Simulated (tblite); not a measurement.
# C5H7ClSSi: the cost of one run

Computed with tblite 0.8.0 and PySCF 2.14.0, with density-fitted response routines of our own, on a single molecule in the gas phase. Atoms are numbered from 0 throughout.

**1. The molecule as given**

15 atoms, charge 0, multiplicity 1; geometry from: force field or distance geometry start.

Bonds of the start (Å): Cl0–C1 1.77, C1–C2 1.32, C2–C3 1.47, C3–C4 1.33, C4–C5 1.47, C5–Si6 1.84, Si6–S7 2.13, S7–C1 1.78, C2–H8 1.10, C3–H9 1.11, C4–H10 1.09, C5–H11 1.11, C5–H12 1.13, Si6–H13 1.49, Si6–H14 1.48.

**2. Optimising the geometry with GFN2-xTB**

Job settings and geometry (Å):

```
{"job": {"kind": "relax", "xc": "GFN2-xTB", "basis": "xTB"}, "charge": 0, "multiplicity": 1}
Cl     2.220000     2.882300    -0.692600
C      1.315800     1.515300    -0.033000
C      1.777400     0.350600    -0.450700
C      1.283600    -0.996700    -0.131600
C      0.031300    -1.431100    -0.058300
C     -1.260600    -0.780300    -0.290600
Si    -1.629400     0.692500     0.753100
S      0.019100     1.989200     1.097300
H      2.624900     0.361200    -1.155000
H      2.079600    -1.731500     0.100600
H     -0.026500    -2.485200     0.203100
H     -1.463900    -0.559800    -1.363100
H     -2.047600    -1.543900    -0.020800
H     -2.642700     1.498100     0.021700
H     -2.285300     0.247300     1.997900
```

Command:

```sh
$ OMP_NUM_THREADS=1 python probes_run.py task.json out
```

The driver reads the jobs from task.json and runs them one after another.

Q: Estimate the wall time and peak memory of this first job on 1 thread of Arm Neoverse N1, shared host.

About 1.6 s, with a peak of 0.18 GiB.
